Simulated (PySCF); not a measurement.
# A diatomic session: CsBi

An exercise on one series of results from a longer session: the logs are not shown, and one member is left open.

Program: PySCF 2.14.0. Level of theory: Cs def2-SVPD with ECP46, Bi def2-SVPD with ECP60, scalar-relativistic core potentials. These are calculated values, not measurements.

The first run:

Settings of the job:

```
atoms                         : Cs, Bi
charge                        : 0
basis                         : Cs def2-SVPD with ECP46, Bi def2-SVPD with ECP60
Hamiltonian                   : scalar-relativistic core potentials
basis functions               : 59
electrons treated             : 32
masses in u                   : 132.9054, 208.9804
levels                        : PBE0, PBE, r²SCAN, B2PLYP, PBEsol, PW91, LC-ωPBE, HF, MP2, SCS-MP2, CCSD, CCSD(T)
grid                          : 80 radial by 434 angular points
occupations                   : held fixed by the projection of orbital angular momentum
dissociation limit            : Cs + Bi, each in its ground configuration
starting distance in angstrom : 3.665
values of 2S to try           : 0, 2, 4
```

The run is started by

```bash
$ OMP_NUM_THREADS=1 python dia.py task.json out
```

Steps of the session up to this table: Set-up; PBE0 along the bond; Excited determinants; PBE (GGA); r²SCAN (meta-GGA); B2PLYP; PBEsol (GGA); PW91 (GGA); LC-ωPBE; ROHF; Adding correlation.

One of the session's tables, all rows but one given; the rest of the session is left out.

Energy (eV) from each level's lowest point:

| R (Å) | ROHF | ROHF-MP2 | ROHF-SCS-MP2 | ROHF-CCSD | ROHF-CCSD(T) |
| --- | --- | --- | --- | --- | --- |
| 3.222 | 0.582 | 0.487 | 0.507 | n/a | n/a |
| 3.371 | 0.289 | 0.225 | 0.239 | 0.245 | 0.246 |
| 3.521 | 0.116 | 0.078 | 0.086 | 0.091 | 0.093 |
| 3.634 | 0.043 | 0.022 | 0.026 | 0.030 | 0.031 |
| 3.746 | 0.008 | 0.000 | 0.000 | 0.002 | 0.003 |
| 3.858 | ? | ? | ? | ? | ? |
| 4.008 | 0.022 | 0.040 | 0.032 | 0.026 | 0.024 |
| 4.196 | 0.087 | 0.116 | 0.103 | 0.087 | 0.083 |
| 4.420 | 0.196 | 0.235 | 0.216 | 0.184 | 0.175 |
| 4.720 | 0.369 | 0.414 | 0.389 | n/a | n/a |

**Question.** Estimate the row for R (Å) = 3.858.

Worked estimate for «ROHF». A straight line through the neighbours (3.746, 0.008) and (4.008, 0.022) gives 0.008 + (0.022 − 0.008) × (3.858 − 3.746) / (4.008 − 3.746) = 0.014; a parabola fitted to 4 rows on both sides gives 0.002.

As computed: ROHF: 0.000; ROHF-MP2: 0.004; ROHF-SCS-MP2: 0.001; ROHF-CCSD: 0.000; ROHF-CCSD(T): 0.000. In «ROHF» the line misses by +0.014 and the parabola by +0.002.
